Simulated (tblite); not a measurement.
# C5H6AlBrS: the cost of one run

The runs use tblite 0.8.0 and PySCF 2.14.0, with density-fitted response routines of our own; the level of theory stands in each step. All values are computed, except where a source is named. Atoms count from 0, in the outputs and in this text.

**1. The molecule as given**

14 atoms, charge 0, multiplicity 1; geometry from: force field or distance geometry start.

Bonds of the start (Å): C0–C1 1.52, C1–C2 1.34, C2–C3 1.37, C3–S4 1.81, S4–C5 1.74, C5–Al6 1.99, Al6–Br7 2.39, C5–C1 1.36, C0–H8 1.11, C0–H9 1.10, C0–H10 1.11, C2–H11 1.11, C3–H12 1.10, Al6–H13 1.60.

**2. Optimising the geometry with GFN2-xTB**

What the job is given:

```
{"job": {"kind": "relax", "xc": "GFN2-xTB", "basis": "xTB"}, "charge": 0, "multiplicity": 1}
C      0.218500    -1.699100    -0.048800
C     -0.413200    -0.317500    -0.044700
C     -1.735400    -0.115900     0.014200
C     -2.144800     1.195900     0.008100
S     -0.655600     2.220800    -0.035000
C      0.358500     0.807200    -0.071900
Al     2.348700     0.838300    -0.143200
Br     3.481400     1.301700     1.912100
H     -0.460800    -2.417200     0.464900
H      0.376700    -1.937400    -1.113300
H      1.198900    -1.592700     0.460300
H     -2.478800    -0.944000     0.043600
H     -3.185500     1.532400     0.061100
H      3.090800     1.126900    -1.529600
```

On the command line:

```
OMP_NUM_THREADS=1 python probes_run.py task.json out
```

One launch serves the whole session: the jobs run in the order shown.

Q: Estimate the wall time and peak memory of this first job on 1 thread of Arm Neoverse N1, shared host.

About 1.9 s, with a peak of 0.18 GiB.
